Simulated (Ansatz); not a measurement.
**CH5AlSe: one species, many methods**

One table from this session's results is given with a row withheld; the runs are named, their logs left out.

Computed with Ansatz 0.2.0, Gaussian basis. Level: functionals in def2-TZVPP, the program's frozen cores in correlated methods.

Plan: LDA (SPW92), PBE-D4, revPBE-D4, BLYP-D4, r2SCAN-D4, B97M-V, PBE0-D4, B3LYP-D4, r2SCANh-D4, r2SCAN0-D4, HSE06-D4, BHLYP-D4, CAM-B3LYP-D4, LC-ωPBE, ωB97X-V, ωB97M-V, B2PLYP, PBE-QIDH; CCSD(T)/def2-SVP; CCSD(T)/def2-TZVPP; CCSD(T)/def2-QZVPP; extrapolation to the limit; RPA on PBE.

## Structure used throughout

The geometry comes from an earlier relaxation with PBE0-D4 in a triple-zeta def2 set; it is a stationary point, not always the lowest conformer.

8 atoms, charge 0, spin multiplicity 1.

Atoms are counted from 1 here; the program's logs count them from 0.

Bond lengths: C1–Se2 1.964 Å, C1–H4 1.088 Å, C1–H5 1.088 Å, C1–H6 1.088 Å, Se2–Al3 2.299 Å, Al3–H7 1.585 Å, Al3–H8 1.581 Å. Angles: Se2–C1–H4 108.2°, Se2–C1–H5 108.2°, Se2–C1–H6 110.5°, H4–C1–H5 110.0°, H4–C1–H6 109.9°, H5–C1–H6 109.9°, C1–Se2–Al3 99.2°, Se2–Al3–H7 117.3°, Se2–Al3–H8 118.0°, H7–Al3–H8 124.7°.

The first run:

File in.yaml:

```yaml
crystal:
  periodic: [false, false, false]
  atoms:
    - {symbol: C, position_ang: [-0.473501, 1.175824, -0.682168]}
    - {symbol: Se, position_ang: [-0.596310, 0.486906, 1.152948]}
    - {symbol: Al, position_ang: [0.590116, -1.465565, 0.893728]}
    - {symbol: H, position_ang: [0.013851, 2.147657, -0.647676]}
    - {symbol: H, position_ang: [-1.482705, 1.278934, -1.074606]}
    - {symbol: H, position_ang: [0.100202, 0.495145, -1.307894]}
    - {symbol: H, position_ang: [1.174370, -1.776077, -0.546664]}
    - {symbol: H, position_ang: [0.766076, -2.399824, 2.156732]}
basis:
  gaussian: {orbitals: def2-TZVPP}
hamiltonian: {xc: lda}
output: {orbitals: {seedname: orbitals}}
```

Command:

```console
> ansatz run in.yaml --threads 2 --pin off --events-out ev --progress --plain --max-ram 20480MiB --backend cpu
```

Steps of the session up to this table: LDA; PBE-D4 (GGA); revPBE-D4 (GGA); BLYP-D4 (GGA); r2SCAN-D4 (meta-GGA); B97M-V (meta-GGA); PBE0-D4 (hybrid); B3LYP-D4 (hybrid); r2SCANh-D4 (hybrid); r2SCAN0-D4 (hybrid); HSE06-D4 (hybrid); BHLYP-D4 (hybrid); CAM-B3LYP-D4 (range-separated); LC-ωPBE (range-separated); ωB97X-V (range-separated); ωB97M-V (range-separated); B2PLYP (double hybrid); PBE-QIDH (double hybrid).

One table of the session follows, with a row left open; its other results are not shown here.

It belongs to the step «Frontier levels by functional». 

```
  functional  HOMO (eV)  LUMO (eV)  gap (eV)
 LDA (SPW92)          ?          ?         ?
      PBE-D4      -5.87      -2.08      3.79
   revPBE-D4      -5.82      -1.98      3.84
     BLYP-D4      -5.70      -1.95      3.75
   r2SCAN-D4      -6.11      -1.79      4.32
      B97M-V      -6.18      -1.96      4.23
     PBE0-D4      -6.92      -1.36      5.57
    B3LYP-D4      -6.69      -1.54      5.16
  r2SCANh-D4      -6.50      -1.54      4.95
  r2SCAN0-D4      -7.08      -1.18      5.90
    HSE06-D4      -6.53      -1.72      4.81
    BHLYP-D4      -7.82      -0.59      7.23
CAM-B3LYP-D4      -8.15      -0.44      7.71
     LC-ωPBE      -9.48       0.59     10.07
     ωB97X-V      -9.15       0.50      9.65
     ωB97M-V      -9.03       0.25      9.28
```

**Question.** Estimate the row for LDA (SPW92).

As computed: HOMO (eV): -6.01; LUMO (eV): -2.31; gap (eV): 3.70. In the column «HOMO (eV)» it lies between r2SCAN-D4 (-6.11) and PBE-D4 (-5.87).
